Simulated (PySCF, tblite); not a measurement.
# C4H4BrCl+ (doublet): EPR parameters, part 2 of 2

tblite 0.8.0 and PySCF 2.14.0. Atoms count from 0. Earlier steps stand in the parts before.

## (6) EPR parameters: B3LYP/pcH-1 Br:dyall-v2z (B3LYP), spin–orbit

What the job is given:

```
{"job": {"kind": "hepr", "xc": "B3LYP", "basis": {"default": "pcH-1", "Br": "dyall-v2z"}, "rel": "so"}, "charge": 1, "multiplicity": 2}
C     -1.399765    -0.712460     0.280971
C     -0.772689     0.352093    -0.255480
Br    -1.846541     1.720245    -1.045381
C      0.674911     0.551666    -0.294045
C      1.561420    -0.277297     0.308079
Cl     1.253742     1.921953    -1.140141
H     -0.867295    -1.532629     0.734439
H     -2.476794    -0.789243     0.268845
H      1.260287    -1.149085     0.865241
H      2.621606    -0.080589     0.254943
```

Method: B3LYP/pcH-1 Br:dyall-v2z EPR parameters from three collinear SCF solutions, X2C with spin-orbit coupling, screened-nuclear two-electron part, Gaussian nuclei, gas phase.

The program printed:

```text
spin-free SCF
coarse grid: 44256 points
cycle   1  E = -3222.3722346667  dE =  9.482e-01  |g| = 3.024e-01  |ddm| = 2.127e+00
cycle   2  E = -3222.2130351792  dE =  1.592e-01  |g| = 6.417e-01  |ddm| = 1.270e+00
cycle   3  E = -3222.4205753724  dE = -2.075e-01  |g| = 7.329e-02  |ddm| = 7.679e-01
cycle   4  E = -3222.4210850260  dE = -5.097e-04  |g| = 5.110e-02  |ddm| = 1.049e-01
cycle   5  E = -3222.4220107052  dE = -9.257e-04  |g| = 1.776e-02  |ddm| = 7.422e-02
cycle   6  E = -3222.4222341551  dE = -2.234e-04  |g| = 4.989e-03  |ddm| = 2.485e-02
cycle   7  E = -3222.4222595439  dE = -2.539e-05  |g| = 3.130e-03  |ddm| = 8.965e-03
cycle   8  E = -3222.4222711898  dE = -1.165e-05  |g| = 1.518e-03  |ddm| = 5.592e-03
cycle   9  E = -3222.4222745098  dE = -3.320e-06  |g| = 7.437e-04  |ddm| = 3.842e-03
final grid: 91144 points
cycle  10  E = -3222.4223441111  dE =  3.145e-07  |g| = 1.196e-03  |ddm| = 2.289e-03
cycle  11  E = -3222.4223424401  dE =  1.671e-06  |g| = 2.125e-03  |ddm| = 3.601e-03
cycle  12  E = -3222.4223448991  dE = -2.459e-06  |g| = 1.954e-04  |ddm| = 2.329e-03
cycle  13  E = -3222.4223449218  dE = -2.272e-08  |g| = 6.709e-05  |ddm| = 2.297e-04
cycle  14  E = -3222.4223449283  dE = -6.446e-09  |g| = 6.398e-05  |ddm| = 1.856e-04
converged SCF energy = -3222.4223449283
two-component SCF, magnetisation along principal axis 1
cycle   1  E = -3222.3549576735  dE = -3.222e+03  |FDS-SDF| = 2.195e+01
cycle   2  E = -3222.5009010879  dE = -1.459e-01  |FDS-SDF| = 7.832e-02
cycle   3  E = -3222.5010666511  dE = -1.656e-04  |FDS-SDF| = 4.347e-03
cycle   4  E = -3222.5011003152  dE = -3.366e-05  |FDS-SDF| = 2.757e-03
cycle   5  E = -3222.5011103606  dE = -1.005e-05  |FDS-SDF| = 1.761e-03
cycle   6  E = -3222.5011217852  dE = -1.142e-05  |FDS-SDF| = 8.119e-04
cycle   7  E = -3222.5011250383  dE = -3.253e-06  |FDS-SDF| = 7.328e-04
cycle   8  E = -3222.5011268954  dE = -1.857e-06  |FDS-SDF| = 2.636e-04
cycle   9  E = -3222.5011271590  dE = -2.636e-07  |FDS-SDF| = 1.931e-04
cycle  10  E = -3222.5011271928  dE = -3.378e-08  |FDS-SDF| = 5.012e-05
cycle  11  E = -3222.5011271960  dE = -3.253e-09  |FDS-SDF| = 2.927e-05
converged, E = -3222.5011271960
two-component SCF, magnetisation along principal axis 2
cycle   1  E = -3222.3549576734  dE = -3.222e+03  |FDS-SDF| = 2.195e+01
cycle   2  E = -3222.5009005129  dE = -1.459e-01  |FDS-SDF| = 7.832e-02
cycle   3  E = -3222.5010655056  dE = -1.650e-04  |FDS-SDF| = 4.342e-03
cycle   4  E = -3222.5010987409  dE = -3.324e-05  |FDS-SDF| = 2.753e-03
cycle   5  E = -3222.5011085729  dE = -9.832e-06  |FDS-SDF| = 1.753e-03
cycle   6  E = -3222.5011196867  dE = -1.111e-05  |FDS-SDF| = 8.060e-04
cycle   7  E = -3222.5011228033  dE = -3.117e-06  |FDS-SDF| = 7.234e-04
cycle   8  E = -3222.5011245874  dE = -1.784e-06  |FDS-SDF| = 2.609e-04
cycle   9  E = -3222.5011248395  dE = -2.521e-07  |FDS-SDF| = 1.904e-04
cycle  10  E = -3222.5011248719  dE = -3.233e-08  |FDS-SDF| = 4.877e-05
cycle  11  E = -3222.5011248749  dE = -3.041e-09  |FDS-SDF| = 2.778e-05
converged, E = -3222.5011248749
two-component SCF, magnetisation along principal axis 3
cycle   1  E = -3222.3549576735  dE = -3.222e+03  |FDS-SDF| = 2.195e+01
cycle   2  E = -3222.5009001969  dE = -1.459e-01  |FDS-SDF| = 7.832e-02
cycle   3  E = -3222.5010648568  dE = -1.647e-04  |FDS-SDF| = 4.341e-03
cycle   4  E = -3222.5010978591  dE = -3.300e-05  |FDS-SDF| = 2.752e-03
cycle   5  E = -3222.5011075818  dE = -9.723e-06  |FDS-SDF| = 1.750e-03
cycle   6  E = -3222.5011185422  dE = -1.096e-05  |FDS-SDF| = 8.042e-04
cycle   7  E = -3222.5011215948  dE = -3.053e-06  |FDS-SDF| = 7.191e-04
cycle   8  E = -3222.5011233479  dE = -1.753e-06  |FDS-SDF| = 2.604e-04
cycle   9  E = -3222.5011235970  dE = -2.491e-07  |FDS-SDF| = 1.900e-04
cycle  10  E = -3222.5011236293  dE = -3.233e-08  |FDS-SDF| = 4.877e-05
cycle  11  E = -3222.5011236323  dE = -3.005e-09  |FDS-SDF| = 2.753e-05
converged, E = -3222.5011236323

g tensor 1.99065 2.01549 2.10402   isotropic 2.03672

Hyperfine (MHz)
atom isotope      a_iso        A1        A2        A3
  0    13C       31.60      -5.08      -2.60     102.49
  1    13C      -15.22     -17.60     -14.84     -13.23
  2   79Br       50.09    -109.41      26.67     233.02
  3    13C      -13.08     -15.91     -12.82     -10.52
  4    13C       30.17      -4.21      -3.59      98.33
  5   35Cl        2.33     -20.64     -12.31      39.94
  6     1H      -27.73     -41.47     -31.25     -10.48
  7     1H      -28.68     -44.39     -30.90     -10.74
  8     1H      -26.52     -39.31     -29.77     -10.47
  9     1H      -27.18     -42.34     -29.80      -9.40

Field gradients (au) and densities at the nuclei (bohr^-3)
atom        Vxx        Vyy        Vzz        centre      nuclear mean
  0 C     -0.2641    -0.3423     0.6064        126.438        126.436
  1 C      0.1493     0.2018    -0.3511        126.397        126.395
  2 Br    -2.0773    -6.4764     8.5537      40823.124      40763.176
  3 C      0.1453     0.1933    -0.3386        126.351        126.349
  4 C     -0.2487    -0.3359     0.5846        126.429        126.427
  5 Cl    -1.1099    -2.8839     3.9938       2828.538       2839.733
  6 H     -0.1497    -0.1591     0.3088          0.484          0.484
  7 H     -0.1463    -0.1527     0.2990          0.478          0.478
  8 H     -0.1492    -0.1606     0.3097          0.484          0.484
  9 H     -0.1463    -0.1536     0.3000          0.478          0.478
without picture change
  2 Br                           8.8463                     66253.172
```

It took 7.7 min on 1 thread of Arm Neoverse N1, shared host; peak memory 1.1 GiB.

From this job:

```csv
quantity,value
g(iso),2.0367
```

## (7) EPR parameters: BHandHLYP/pcH-1 Br:dyall-v2z (BHandHLYP), spin–orbit

Settings changed since step 6:

```diff
@@ -1,2 +1,2 @@
-{"job": {"kind": "hepr", "xc": "B3LYP", "basis": {"default": "pcH-1", "Br": "dyall-v2z"}, "rel": "so"}, "charge": 1, "multiplicity": 2}
+{"job": {"kind": "hepr", "xc": "BHandHLYP", "basis": {"default": "pcH-1", "Br": "dyall-v2z"}, "rel": "so"}, "charge": 1, "multiplicity": 2}
 C     -1.399765    -0.712460     0.280971
```

Method: BHandHLYP/pcH-1 Br:dyall-v2z EPR parameters from three collinear SCF solutions, X2C with spin-orbit coupling, screened-nuclear two-electron part, Gaussian nuclei, gas phase.

The program printed:

```text
spin-free SCF
coarse grid: 44256 points
cycle   1  E = -3222.1160472763  dE =  1.210e+00  |g| = 4.084e-01  |ddm| = 2.070e+00
cycle   2  E = -3222.0241031602  dE =  9.194e-02  |g| = 6.234e-01  |ddm| = 1.399e+00
cycle   3  E = -3222.2226121908  dE = -1.985e-01  |g| = 5.390e-02  |ddm| = 7.935e-01
cycle   4  E = -3222.2238131886  dE = -1.201e-03  |g| = 3.685e-02  |ddm| = 7.646e-02
cycle   5  E = -3222.2242347051  dE = -4.215e-04  |g| = 8.019e-03  |ddm| = 2.479e-02
cycle   6  E = -3222.2244109056  dE = -1.762e-04  |g| = 5.169e-03  |ddm| = 1.718e-02
cycle   7  E = -3222.2245155882  dE = -1.047e-04  |g| = 2.559e-03  |ddm| = 1.724e-02
cycle   8  E = -3222.2245437514  dE = -2.816e-05  |g| = 1.187e-03  |ddm| = 1.253e-02
cycle   9  E = -3222.2245456891  dE = -1.938e-06  |g| = 3.201e-04  |ddm| = 3.104e-03
final grid: 91144 points
cycle  10  E = -3222.2245959888  dE = -1.321e-07  |g| = 3.008e-04  |ddm| = 8.525e-04
cycle  11  E = -3222.2245960263  dE = -3.748e-08  |g| = 3.268e-04  |ddm| = 6.843e-04
cycle  12  E = -3222.2245960868  dE = -6.049e-08  |g| = 6.683e-05  |ddm| = 3.409e-04
cycle  13  E = -3222.2245961057  dE = -1.895e-08  |g| = 6.314e-05  |ddm| = 2.460e-04
cycle  14  E = -3222.2245961182  dE = -1.244e-08  |g| = 2.195e-05  |ddm| = 2.963e-04
cycle  15  E = -3222.2245961195  dE = -1.380e-09  |g| = 1.316e-05  |ddm| = 7.786e-05
converged SCF energy = -3222.2245961195
two-component SCF, magnetisation along principal axis 1
cycle   1  E = -3222.1573340235  dE = -3.222e+03  |FDS-SDF| = 2.192e+01
cycle   2  E = -3222.3024816126  dE = -1.451e-01  |FDS-SDF| = 1.890e-01
cycle   3  E = -3222.3028992440  dE = -4.176e-04  |FDS-SDF| = 1.154e-02
cycle   4  E = -3222.3029645974  dE = -6.535e-05  |FDS-SDF| = 4.292e-03
cycle   5  E = -3222.3029945937  dE = -3.000e-05  |FDS-SDF| = 2.475e-03
cycle   6  E = -3222.3030039401  dE = -9.346e-06  |FDS-SDF| = 1.304e-03
cycle   7  E = -3222.3030083098  dE = -4.370e-06  |FDS-SDF| = 5.572e-04
cycle   8  E = -3222.3030095988  dE = -1.289e-06  |FDS-SDF| = 3.570e-04
cycle   9  E = -3222.3030100428  dE = -4.440e-07  |FDS-SDF| = 1.890e-04
cycle  10  E = -3222.3030101705  dE = -1.277e-07  |FDS-SDF| = 7.153e-05
cycle  11  E = -3222.3030101822  dE = -1.169e-08  |FDS-SDF| = 4.556e-05
converged, E = -3222.3030101822
two-component SCF, magnetisation along principal axis 2
cycle   1  E = -3222.1573340235  dE = -3.222e+03  |FDS-SDF| = 2.192e+01
cycle   2  E = -3222.3024815179  dE = -1.451e-01  |FDS-SDF| = 1.890e-01
cycle   3  E = -3222.3028990675  dE = -4.175e-04  |FDS-SDF| = 1.154e-02
cycle   4  E = -3222.3029643747  dE = -6.531e-05  |FDS-SDF| = 4.293e-03
cycle   5  E = -3222.3029943491  dE = -2.997e-05  |FDS-SDF| = 2.477e-03
cycle   6  E = -3222.3030037013  dE = -9.352e-06  |FDS-SDF| = 1.308e-03
cycle   7  E = -3222.3030080957  dE = -4.394e-06  |FDS-SDF| = 5.642e-04
cycle   8  E = -3222.3030094197  dE = -1.324e-06  |FDS-SDF| = 3.627e-04
cycle   9  E = -3222.3030098821  dE = -4.624e-07  |FDS-SDF| = 1.925e-04
cycle  10  E = -3222.3030100158  dE = -1.336e-07  |FDS-SDF| = 7.186e-05
cycle  11  E = -3222.3030100276  dE = -1.186e-08  |FDS-SDF| = 4.534e-05
converged, E = -3222.3030100276
two-component SCF, magnetisation along principal axis 3
cycle   1  E = -3222.1573340235  dE = -3.222e+03  |FDS-SDF| = 2.192e+01
cycle   2  E = -3222.3024815338  dE = -1.451e-01  |FDS-SDF| = 1.890e-01
cycle   3  E = -3222.3028991379  dE = -4.176e-04  |FDS-SDF| = 1.155e-02
cycle   4  E = -3222.3029645338  dE = -6.540e-05  |FDS-SDF| = 4.301e-03
cycle   5  E = -3222.3029946257  dE = -3.009e-05  |FDS-SDF| = 2.487e-03
cycle   6  E = -3222.3030040635  dE = -9.438e-06  |FDS-SDF| = 1.319e-03
cycle   7  E = -3222.3030085303  dE = -4.467e-06  |FDS-SDF| = 5.726e-04
cycle   8  E = -3222.3030098888  dE = -1.359e-06  |FDS-SDF| = 3.656e-04
cycle   9  E = -3222.3030103523  dE = -4.635e-07  |FDS-SDF| = 1.941e-04
cycle  10  E = -3222.3030104869  dE = -1.346e-07  |FDS-SDF| = 7.452e-05
cycle  11  E = -3222.3030104998  dE = -1.291e-08  |FDS-SDF| = 4.731e-05
converged, E = -3222.3030104998

g tensor 1.99944 2.01880 2.04821   isotropic 2.02215

Hyperfine (MHz)
atom isotope      a_iso        A1        A2        A3
  0    13C       46.10       6.21       7.41     124.68
  1    13C      -19.45     -21.82     -20.32     -16.20
  2   79Br       35.80     -60.99      -6.69     175.08
  3    13C      -19.14     -20.90     -19.63     -16.90
  4    13C       46.59       6.86       7.44     125.47
  5   35Cl        4.85      -9.57      -5.87      29.98
  6     1H      -35.62     -51.34     -39.30     -16.23
  7     1H      -37.02     -55.42     -39.45     -16.20
  8     1H      -35.96     -51.66     -39.39     -16.83
  9     1H      -36.94     -55.45     -39.59     -15.80

Field gradients (au) and densities at the nuclei (bohr^-3)
atom        Vxx        Vyy        Vzz        centre      nuclear mean
  0 C     -0.2842    -0.3640     0.6482        126.287        126.284
  1 C      0.1039     0.2642    -0.3681        126.228        126.226
  2 Br    -3.0182    -6.2937     9.3119      40795.934      40736.205
  3 C      0.1053     0.2589    -0.3642        126.190        126.188
  4 C     -0.2705    -0.3591     0.6296        126.278        126.276
  5 Cl    -1.3688    -2.8628     4.2316       2827.885       2839.076
  6 H     -0.1491    -0.1581     0.3072          0.477          0.477
  7 H     -0.1457    -0.1509     0.2966          0.471          0.471
  8 H     -0.1487    -0.1592     0.3079          0.477          0.477
  9 H     -0.1458    -0.1517     0.2975          0.471          0.471
without picture change
  2 Br                           9.6300                     66198.995
```

Wall time 7.6 min (1 thread of Arm Neoverse N1, shared host); peak memory 1.1 GiB.

From this job:

```csv
quantity,value
g(iso),2.0221
```

## (8) Summary of results

This closing draws on all 2 parts.

| quantity | value |
| --- | --- |
| strongest single infrared mode (GFN2-xTB) | 1356 cm⁻¹, 114 km/mol |
| zero-point energy (GFN2-xTB) | 38.9 kcal/mol |
| g(iso) (step 4, BP86/pcH-1 Br:dyall-v2z (BP86), spin–orbit) | 2.0441 |
| a(iso) (step 4, BP86/pcH-1 Br:dyall-v2z (BP86), spin–orbit) | 79Br Br2 52.1, 1H H7 -24.9, 1H H6 -24.1 MHz |
| g(iso) (step 5, PBE/pcH-1 Br:dyall-v2z (PBE), spin–orbit) | 2.0447 |
| a(iso) (step 5, PBE/pcH-1 Br:dyall-v2z (PBE), spin–orbit) | 79Br Br2 49.3, 1H H7 -25.5, 13C C0 25.0 MHz |
| g(iso) (step 6, B3LYP/pcH-1 Br:dyall-v2z (B3LYP), spin–orbit) | 2.0367 |
| a(iso) (step 6, B3LYP/pcH-1 Br:dyall-v2z (B3LYP), spin–orbit) | 79Br Br2 50.1, 13C C0 31.6, 13C C4 30.2 MHz |
| g(iso) (step 7, BHandHLYP/pcH-1 Br:dyall-v2z (BHandHLYP), spin–orbit) | 2.0221 |
| a(iso) (step 7, BHandHLYP/pcH-1 Br:dyall-v2z (BHandHLYP), spin–orbit) | 13C C4 46.6, 13C C0 46.1, 1H H7 -37.0 MHz |

All 24 modes are real, so the xTB geometry is a minimum. The strongest single mode, at 1356 cm⁻¹, is spread over several atoms, H7, H6, H9, H8 among them. GFN2-xTB is a fitted tight-binding method: band positions and strengths are rough. Its intensities can rank the bands wrongly.
